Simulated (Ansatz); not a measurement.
# Alloy of GaAs and GaSb (28 of 32 As sites exchanged), 64 atoms, part 2 of 2

Ansatz 0.2.0, PAW. The steps go on from the part before.

### Step 3. r²SCAN single point

The input, in.yaml:

```yaml
crystal:
  lattice:
    - [12.105984, 0.000000, 0.000000]
    - [0.000000, 12.105984, 0.000000]
    - [0.000000, 0.000000, 12.105984]
  atoms:
    - { symbol: Ga, position: [0.993318, 0.994330, 0.007832] }
    - { symbol: Ga, position: [0.000395, 0.998929, 0.498599] }
    - { symbol: Ga, position: [0.000553, 0.501095, 0.999303] }
    - { symbol: Ga, position: [0.006137, 0.493988, 0.492194] }
    - { symbol: Ga, position: [0.493586, 0.992094, 0.005136] }
    - { symbol: Ga, position: [0.500123, 0.999961, 0.498352] }
    - { symbol: Ga, position: [0.499723, 0.500544, 0.000522] }
    - { symbol: Ga, position: [0.506107, 0.507209, 0.505292] }
    - { symbol: Ga, position: [0.248849, 0.248051, 0.999708] }
    - { symbol: Ga, position: [0.244725, 0.255777, 0.492427] }
    - { symbol: Ga, position: [0.256905, 0.754947, 0.006431] }
    - { symbol: Ga, position: [0.248884, 0.748912, 0.498739] }
    - { symbol: Ga, position: [0.750107, 0.249753, 0.999738] }
    - { symbol: Ga, position: [0.749981, 0.248689, 0.498938] }
    - { symbol: Ga, position: [0.756152, 0.756034, 0.005956] }
    - { symbol: Ga, position: [0.743427, 0.741437, 0.504837] }
    - { symbol: Ga, position: [0.256174, 0.992967, 0.243305] }
    - { symbol: Ga, position: [0.249516, 0.999580, 0.750028] }
    - { symbol: Ga, position: [0.243552, 0.494178, 0.257430] }
    - { symbol: Ga, position: [0.250593, 0.500463, 0.750571] }
    - { symbol: Ga, position: [0.756791, 0.992907, 0.244927] }
    - { symbol: Ga, position: [0.748802, 0.999266, 0.751368] }
    - { symbol: Ga, position: [0.748882, 0.500795, 0.250025] }
    - { symbol: Ga, position: [0.744606, 0.507071, 0.743228] }
    - { symbol: Ga, position: [0.007775, 0.254615, 0.256259] }
    - { symbol: Ga, position: [0.998555, 0.249968, 0.750327] }
    - { symbol: Ga, position: [0.992029, 0.755979, 0.244779] }
    - { symbol: Ga, position: [0.000267, 0.749087, 0.749983] }
    - { symbol: Ga, position: [0.500901, 0.249115, 0.250531] }
    - { symbol: Ga, position: [0.498823, 0.248693, 0.749846] }
    - { symbol: Ga, position: [0.492372, 0.754991, 0.242838] }
    - { symbol: Ga, position: [0.507388, 0.743440, 0.744565] }
    - { symbol: Sb, position: [0.125316, 0.122469, 0.126816] }
    - { symbol: Sb, position: [0.124900, 0.126639, 0.622950] }
    - { symbol: Sb, position: [0.124903, 0.627046, 0.127692] }
    - { symbol: Sb, position: [0.124340, 0.622635, 0.623061] }
    - { symbol: Sb, position: [0.625301, 0.120492, 0.124582] }
    - { symbol: Sb, position: [0.624895, 0.124091, 0.624644] }
    - { symbol: Sb, position: [0.624861, 0.628417, 0.124908] }
    - { symbol: Sb, position: [0.372715, 0.374476, 0.126733] }
    - { symbol: Sb, position: [0.375328, 0.376417, 0.622763] }
    - { symbol: Sb, position: [0.376656, 0.872591, 0.624516] }
    - { symbol: Sb, position: [0.877077, 0.374950, 0.127141] }
    - { symbol: Sb, position: [0.874777, 0.376824, 0.622388] }
    - { symbol: Sb, position: [0.872715, 0.873002, 0.623966] }
    - { symbol: Sb, position: [0.372951, 0.124050, 0.372644] }
    - { symbol: Sb, position: [0.374984, 0.122283, 0.876687] }
    - { symbol: Sb, position: [0.375279, 0.624841, 0.374249] }
    - { symbol: Sb, position: [0.376915, 0.626873, 0.874804] }
    - { symbol: Sb, position: [0.876560, 0.124662, 0.372916] }
    - { symbol: Sb, position: [0.875140, 0.122518, 0.876850] }
    - { symbol: Sb, position: [0.874914, 0.624610, 0.374627] }
    - { symbol: Sb, position: [0.873173, 0.626234, 0.875100] }
    - { symbol: Sb, position: [0.124828, 0.374623, 0.874735] }
    - { symbol: Sb, position: [0.125016, 0.874073, 0.371052] }
    - { symbol: Sb, position: [0.124538, 0.874612, 0.879157] }
    - { symbol: Sb, position: [0.624832, 0.376425, 0.376538] }
    - { symbol: Sb, position: [0.624762, 0.376704, 0.872740] }
    - { symbol: Sb, position: [0.624774, 0.871488, 0.372737] }
    - { symbol: Sb, position: [0.624618, 0.872592, 0.877067] }
    - { symbol: As, position: [0.624659, 0.624634, 0.624819] }
    - { symbol: As, position: [0.374688, 0.874470, 0.124556] }
    - { symbol: As, position: [0.874456, 0.874384, 0.125173] }
    - { symbol: As, position: [0.125066, 0.374436, 0.374803] }
  symmetry: { detect: false }
kpoints:
  mp_grid: { grid: [1, 1, 1], shift: [0.25, 0.25, 0.25] }
hamiltonian:
  xc: r2scan
scf:
  occupations: { method: fermi_dirac, width: 0.01 }
output:
  forces: true
  eigenvalues: true
  populations: true
  eigenstates: { kpoints: [[0.25, 0.25, 0.25]], e_range: [-6.0, 6.0], localisation: true }
```

Launch:

```console
ansatz run in.yaml --threads 4 --pin off --max-ram 61750MiB --runs-dir r --events-out ev --progress --plain --backend cuda --devices 0, --max-vram 37GiB
```

The log of the run:

```text
Pseudopotentials: kind: paw
Functional definition: r2SCAN
  parameter k0 = 0.174
  parameter k1 = 0.065
  parameter a1 = 4.9479
  exchange = r2scan_x(k0 = k0, k1 = k1, a1 = a1)
  correlation = r2scan_c
Crystal: 64 atoms, lattice volume = 1774.191 Å³
Basis set: ecut = 500 eV, 45025 PW (Γ), exchange–correlation on 360×360×360 points (64 copies of the dense FFT grid, shifted against one another)
Bands: 538, of which v1, the nominal top of the filled ones, is band 448 counted from 1 (447 counted from 0)
Symmetry: 1 space group operations
k-points: 1
Non-local potential: Ga, projectors of the file, l = 0: 2, l = 1: 2, l = 2: 3, l = 3: 1
Non-local potential: Sb, projectors of the file, l = 0: 2, l = 1: 2, l = 2: 2, l = 3: 2
Non-local potential: As, projectors of the file, l = 0: 2, l = 1: 2, l = 2: 3, l = 3: 1
PAW form: soft (Blöchl's): semilocal exchange-correlation on the pseudo side does not see the compensation charge
PAW frozen core: Ga, regenerated for the run's functional (the file was generated under x = pbe(κ = 0.804, μ = 0.2195149727645171), c = pbe(β = 0.06672455060314922))
PAW frozen core: Sb, regenerated for the run's functional (the file was generated under x = pbe(κ = 0.804, μ = 0.2195149727645171), c = pbe(β = 0.06672455060314922))
PAW frozen core: As, regenerated for the run's functional (the file was generated under x = pbe(κ = 0.804, μ = 0.2195149727645171), c = pbe(β = 0.06672455060314922))
PAW one-centre angular grid: Ga, 590 points (default); XC on 160 Gauss nodes
PAW one-centre angular grid: Sb, 590 points (default); XC on 160 Gauss nodes
PAW one-centre angular grid: As, 590 points (default); XC on 160 Gauss nodes
Initial density: superposition of atomic densities (neutral atoms: chi_scale 0, normalization atom), corrected by the library's trained network
Initial wavefunctions: pseudopotential atomic-orbital guess
Functional: x = r2scan, c = r2scan; τ floored in thin density (d = 2e-4 eV/Å³)
SCF iter   1: F=—  HF=-322738.259766 eV  |F-HF|=—  |Δ(HF+E_count)|=         —  Δρ=8.01e-3  dr2=5.27e-1  dr2_τ=1.09e-1  ethr=1.77e-3  ⟨swp⟩=6.0  Hψ=1965  notcnv=0  defer=5
preconditioner: auto → Resta (q_TF=auto, 2.435 Å⁻¹)  ε∞=3.1  [insulator: Δε(μ)=1.044 eV  Ē_g=14.535 eV  σ=0.010 eV  W_gap=1.00  n_scr=460 (ndim 8)  ℏωp=21.2 eV  f_vac=0.089  D(μ)=0.00/eV (n_scr^D=0)  ε∞_Penn≈3.1]
SCF iter   2: F=—  HF=-322738.522630 eV  |F-HF|=—  |Δ(HF+E_count)|=   2.63e-1  Δρ=2.40e-3  dr2=5.81e-2  dr2_τ=1.41e-3  ethr=5.89e-5  ⟨swp⟩=3.0  Hψ=1077  notcnv=0  defer=85
SCF iter   3: F=—  HF=-322738.519616 eV  |F-HF|=—  |Δ(HF+E_count)|=   3.01e-3  Δρ=1.89e-3  dr2=2.95e-2  dr2_τ=2.80e-4  ethr=6.48e-6  ⟨swp⟩=2.0  Hψ=746  notcnv=0  defer=85
SCF iter   4: F=—  HF=-322738.527452 eV  |F-HF|=—  |Δ(HF+E_count)|=   7.84e-3  Δρ=7.01e-4  dr2=4.76e-3  dr2_τ=5.62e-5  ethr=3.29e-6  ⟨swp⟩=2.0  Hψ=458  notcnv=0  defer=85
SCF iter   5: F=—  HF=-322738.531574 eV  |F-HF|=—  |Δ(HF+E_count)|=   4.12e-3  Δρ=1.57e-4  dr2=3.67e-4  dr2_τ=3.73e-6  ethr=5.31e-7  ⟨swp⟩=2.0  Hψ=901  notcnv=0  defer=85
SCF iter   6: F=—  HF=-322738.521100 eV  |F-HF|=—  |Δ(HF+E_count)|=   1.05e-2  Δρ=3.55e-5  dr2=3.31e-5  dr2_τ=4.10e-7  ethr=4.09e-8  ⟨swp⟩=2.0  Hψ=901  notcnv=0  defer=85
SCF iter   7: F=—  HF=-322738.526572 eV  |F-HF|=—  |Δ(HF+E_count)|=   5.47e-3  Δρ=9.69e-6  dr2=4.91e-6  dr2_τ=6.33e-8  ethr=3.70e-9  ⟨swp⟩=2.0  Hψ=901  notcnv=0  defer=85
SCF iter   8: F=—  HF=-322738.526572 eV  |F-HF|=—  |Δ(HF+E_count)|=   4.06e-7  Δρ=4.50e-6  dr2=6.04e-7  dr2_τ=6.84e-9  ethr=5.47e-10  ⟨swp⟩=2.0  Hψ=741  notcnv=0  defer=85
SCF iter   9: F=-322738.526573 eV  HF=-322738.526573 eV  |F-HF|=3.98e-8  |Δ(HF+E_count)|=   7.64e-8  Δρ=1.87e-6  dr2=8.71e-8  dr2_τ=1.31e-9  ethr=1.12e-11  ⟨swp⟩=11.0  Hψ=2955  notcnv=0
SCF 1 converged in 9 iterations: F = -322738.526573 eV  dr2 = 8.71e-8
NSCF: frozen V_eff on 1 k-points
SCF converged after 9 iterations
Free energy (F): -322738.526573 eV
Harris-Foulkes:  -322738.526573 eV  (|F-HF|=3.98e-8)
Internal energy: -322738.526573 eV  (E = F + TS)
E sigma→0 (E₀):  -322738.526573 eV
Fermi energy:    7.934907 eV
--- Per-component energies (eV) ---
  E_band       = -9117.597286
  E_kinetic    = 9880.654736
  E_local      = -125515.274723  (includes V_loc(G=0)·N_el)
  E_nonlocal   = 21156.096929
  E_hartree    = 58553.550014
  E_xc         = -5848.846740
  E_vxc        = -5106.658137  (∫ρ·V_xc dr)
  E_paw        = -200390.545878  (= ΣΔE_a)
  E_vpaw       = -26951.431716  (= ΣTr[D̂ρ^β])
  E_aug_tail   = -0.001383  (compensation charges beyond the density's cutoff)
  E_vtau       = 311.905003  (kinetic-family band-sum trace: ∫τ·v_τ [+ j·A + Jᵃ·Aᵃ] dr)
  E_ewald      = -80561.600696
  E_core_change = -12.558831  (= ΣΔE_core)
  E_smearing   = -0.000000  (= −TS)
  E_closure    = -0.000000  (closes the sum)
  Σ components = -322738.526573   (vs F -322738.526573, Δ=0.00e0)
--- Forces (eV/Å), atoms counted from 1 ---
  atom   1  Ga     0.02427282    -0.01750294     0.00832055
  atom   2  Ga    -0.01205180     0.01191079     0.00458023
  atom   3  Ga    -0.00910393    -0.00648792     0.02895653
  atom   4  Ga     0.00251736     0.00182286     0.00111089
  atom   5  Ga     0.00951826     0.00940409     0.03098185
  atom   6  Ga     0.00510978    -0.00624380    -0.00278386
  atom   7  Ga     0.00626599    -0.00116631     0.02031262
  atom   8  Ga     0.00826869     0.00044555     0.00653835
  atom   9  Ga     0.00523079     0.01857063     0.00828671
  atom  10  Ga     0.00491278     0.01550998     0.01266501
  atom  11  Ga    -0.00144752     0.01107984    -0.00091502
  atom  12  Ga     0.01930971     0.00748069     0.00934148
  atom  13  Ga    -0.00563445     0.01307711     0.00467835
  atom  14  Ga     0.01197405     0.00960047     0.00832351
  atom  15  Ga     0.01597454     0.00404959     0.01074956
  atom  16  Ga     0.00138457     0.03121752     0.02371857
  atom  17  Ga     0.00839362     0.00530568     0.00458830
  atom  18  Ga     0.01004278    -0.01341769     0.00416726
  atom  19  Ga    -0.00049782     0.01695844    -0.00182012
  atom  20  Ga    -0.00914470     0.01064475    -0.00404662
  atom  21  Ga    -0.00200738     0.00041232    -0.00482611
  atom  22  Ga     0.01732205    -0.00135115    -0.00782208
  atom  23  Ga     0.01534258    -0.00340295    -0.00476036
  atom  24  Ga    -0.00316897    -0.00422045     0.00281641
  atom  25  Ga    -0.00221111     0.01529751     0.01357844
  atom  26  Ga     0.00213844    -0.00120348    -0.00117267
  atom  27  Ga     0.02382569     0.00744739    -0.01624957
  atom  28  Ga     0.00367208     0.01468824    -0.00478097
  atom  29  Ga     0.00384682    -0.00300263    -0.01085131
  atom  30  Ga     0.01763536     0.00334411    -0.00311057
  atom  31  Ga     0.00765700     0.01804714     0.02144305
  atom  32  Ga     0.00198696     0.01199156    -0.00984539
  atom  33  Sb    -0.01038608    -0.01350918    -0.00476327
  atom  34  Sb    -0.01534629    -0.00200543    -0.00374176
  atom  35  Sb    -0.01669863    -0.02197020    -0.00625346
  atom  36  Sb     0.00777034    -0.00818313     0.00154872
  atom  37  Sb    -0.00992606    -0.00417518    -0.00348034
  atom  38  Sb    -0.01912782     0.00726914     0.00971139
  atom  39  Sb    -0.01519505    -0.00685839    -0.02073972
  atom  40  Sb    -0.00261264    -0.01130636    -0.00049534
  atom  41  Sb    -0.01393069    -0.00188713    -0.00270598
  atom  42  Sb    -0.01197946    -0.00843370     0.00112774
  atom  43  Sb     0.00068694     0.00076968    -0.02107045
  atom  44  Sb    -0.00558349    -0.01244654    -0.00783740
  atom  45  Sb    -0.00649816    -0.02730924     0.02032971
  atom  46  Sb    -0.00841897     0.00912914    -0.00580220
  atom  47  Sb    -0.01610848    -0.00662455    -0.00555624
  atom  48  Sb    -0.02399304    -0.00360226    -0.00234989
  atom  49  Sb    -0.00723350    -0.01004843     0.00456591
  atom  50  Sb     0.02122113    -0.01488002    -0.00839529
  atom  51  Sb    -0.02272600     0.00573757    -0.01005761
  atom  52  Sb    -0.00444097    -0.03137497     0.00381563
  atom  53  Sb    -0.00568257     0.01742490    -0.00065062
  atom  54  Sb     0.01272312    -0.00191415    -0.00302209
  atom  55  Sb    -0.00176526    -0.00678815    -0.02488115
  atom  56  Sb     0.00214953    -0.00206912    -0.01302039
  atom  57  Sb    -0.00893859     0.00884662     0.00662967
  atom  58  Sb     0.00684184    -0.01160092    -0.00499365
  atom  59  Sb    -0.00995311     0.00599392    -0.00035584
  atom  60  Sb     0.00002600    -0.00739347    -0.01028687
  atom  61  As     0.01735034    -0.00768822    -0.01482321
  atom  62  As    -0.00264924    -0.01788635    -0.00903152
  atom  63  As    -0.00284878     0.00502221    -0.00301436
  atom  64  As    -0.00811029    -0.00059536    -0.01262615
  max |Σ_I F_I| component: 5.30e-5 eV/Å
--- Band table (eV) ---
  k-point 0: bands = [... 436 lower levels ..., "6.4026", "6.4270", "6.4367", "6.4547", "6.4966", "6.5777", "6.5870", "6.8172", "6.8552", "6.9214", "7.3793", "7.3871", "8.4789", "8.9757", "9.0783", "9.0855", "9.1179", "9.3155", "9.3589", "9.3608", "9.4030", "9.4336", "9.5099", "9.5790", ... 78 higher levels ...]
--- Löwdin populations: 64 sites ---
  site symbol       q [e]
     0     Ga     13.1827
     1     Ga     13.2896
     2     Ga     13.2879
     3     Ga     13.1842
     4     Ga     13.1830
     5     Ga     13.2923
     6     Ga     13.2895
     7     Ga     13.1882
     8     Ga     13.2927
     9     Ga     13.1765
    10     Ga     13.1858
    11     Ga     13.2939
    12     Ga     13.2834
    13     Ga     13.2918
    14     Ga     13.1924
    15     Ga     13.1805
    16     Ga     13.1882
    17     Ga     13.2858
    18     Ga     13.1800
    19     Ga     13.2926
    20     Ga     13.1813
    21     Ga     13.2942
    22     Ga     13.2946
    23     Ga     13.1786
    24     Ga     13.1879
    25     Ga     13.2896
    26     Ga     13.1859
    27     Ga     13.2875
    28     Ga     13.2898
    29     Ga     13.2879
    30     Ga     13.1840
    31     Ga     13.1819
    32     Sb     14.6817
    33     Sb     14.6707
    34     Sb     14.6855
    35     Sb     14.6711
    36     Sb     14.6801
    37     Sb     14.6622
    38     Sb     14.6771
    39     Sb     14.6734
    40     Sb     14.6784
    41     Sb     14.6738
    42     Sb     14.6744
    43     Sb     14.6772
    44     Sb     14.6746
    45     Sb     14.6759
    46     Sb     14.6671
    47     Sb     14.6825
    48     Sb     14.6755
    49     Sb     14.6763
    50     Sb     14.6681
    51     Sb     14.6797
    52     Sb     14.6763
    53     Sb     14.6624
    54     Sb     14.6770
    55     Sb     14.6799
    56     Sb     14.6699
    57     Sb     14.6718
    58     Sb     14.6856
    59     Sb     14.6813
    60     As     15.0142
    61     As     15.0141
    62     As     15.0148
    63     As     15.0143
  spilling = 0.001617 (of n_electrons = 896.000000)
```

Wall time 20 s (1 × NVIDIA H100 80GB HBM3 with 4 threads of AMD EPYC 7R13, shared host); peak host memory 4.2 GiB.

Spacing of the frontier levels at the single k point (¼, ¼, ¼): 1.09 eV (7.387 to 8.479 eV).

Frontier states and how far they spread:

```tsv
level (eV)	spin	filling	atoms sharing it	main element	its share	largest atom
-0.57	both	2.00	51.3	Sb	0.55	–
-0.53	both	2.00	52.2	Sb	0.57	–
-0.47	both	2.00	51.3	Sb	0.59	–
-0.01	both	2.00	55.4	Sb	0.60	–
0.00	both	2.00	54.3	Sb	0.60	–
1.09	both	0.00	58.1	Ga	0.54	–
1.59	both	0.00	47.6	Ga	0.52	–
1.69	both	0.00	59.9	Ga	0.50	–
```

Forces by r²SCAN reach 0.04 eV/Å at most on these atoms (on Ga16).

### Step 4. Summary of results

This closing draws on all 2 parts. Changes of volume or cell count from the first structure of part 1.

```
             level        time  top filled to lowest empty (eV)
PBEsol, relaxation  32 s (GPU)                             0.71
            r²SCAN  20 s (GPU)                             1.09
```

| quantity | value |
| --- | --- |
| relaxation | 4 recorded steps, 1.50 eV gained |
| largest shift | 0.18 Å (Ga21) |
| relaxed cell | a = 12.106 Å, b = 12.106 Å, c = 12.106 Å, α = 90.00°, β = 90.00°, γ = 90.00° |
| mean bonds | As–Ga 2.487, Ga–Sb 2.641 Å |

**What this shows.** Relaxation gains 1.50 eV, with shifts up to 0.18 Å (Ga21), while the volume changes by -0.3 %. The mean lengths of the listed bonds run from As–Ga 2.49 Å to Ga–Sb 2.64 Å. Spin–orbit coupling is left out, which matters for the band edges of the heavier elements here. With one k point the spacing samples only the states that fold onto it, so it can exceed the gap over the zone.
